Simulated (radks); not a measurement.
# Ar⁺ in [He] 2s2 2p5.75 3s2 3p5.25: an all-electron calculation

One table from this session's results is given with a row withheld; the runs are named, their logs left out.

Program: radks (a radial shooting solver on a logarithmic mesh, Libxc functionals) version 1. Level of theory: Dirac Kohn-Sham, PBE, spin-unpolarised, spherical densities, point nucleus; open shells fill j = l - 1/2 first. These are calculated values, not measurements, unless marked.

### The system

* element: argon (Z = 18)
* charge: +1
* electrons: 17
* configuration: [He] 2s2 2p5.75 3s2 3p5.25

The first run:

Settings of this run:

```text
Z 18
configuration [He] 2s2 2p5.75 3s2 3p5.25
relativity Dirac
functional pbe,pbe
spin unpolarised
j_filling energy
nucleus point
c 137.035999084
```

On the command line:

```bash
> python run_ks.py task.json out
```

This one command runs every case of the session in turn.

One of the session's tables, all rows but one given; the rest of the session is left out.

It belongs to the step «Orbitals and density». From the orbitals of this run (lengths in bohr):

| level | <r> | outermost maximum (interpolated) | 90 % within | nodes |
| --- | --- | --- | --- | --- |
| 1s1/2 | ? | ? | ? | ? |
| 2s1/2 | 0.4118 | 0.338 | 0.643 | 1 |
| 2p1/2 | 0.3722 | 0.278 | 0.616 | 0 |
| 2p3/2 | 0.3746 | 0.280 | 0.619 | 0 |
| 3s1/2 | 1.352 | 1.15 | 2.04 | 2 |
| 3p1/2 | 1.521 | 1.24 | 2.36 | 1 |
| 3p3/2 | 1.529 | 1.24 | 2.38 | 1 |

Q: Estimate the row for 1s1/2 from the others.

**Answer.** <r>: 0.08572; outermost maximum (interpolated): 0.0561; 90 % within: 0.153; nodes: 0. In the column «<r>» it is the lowest.
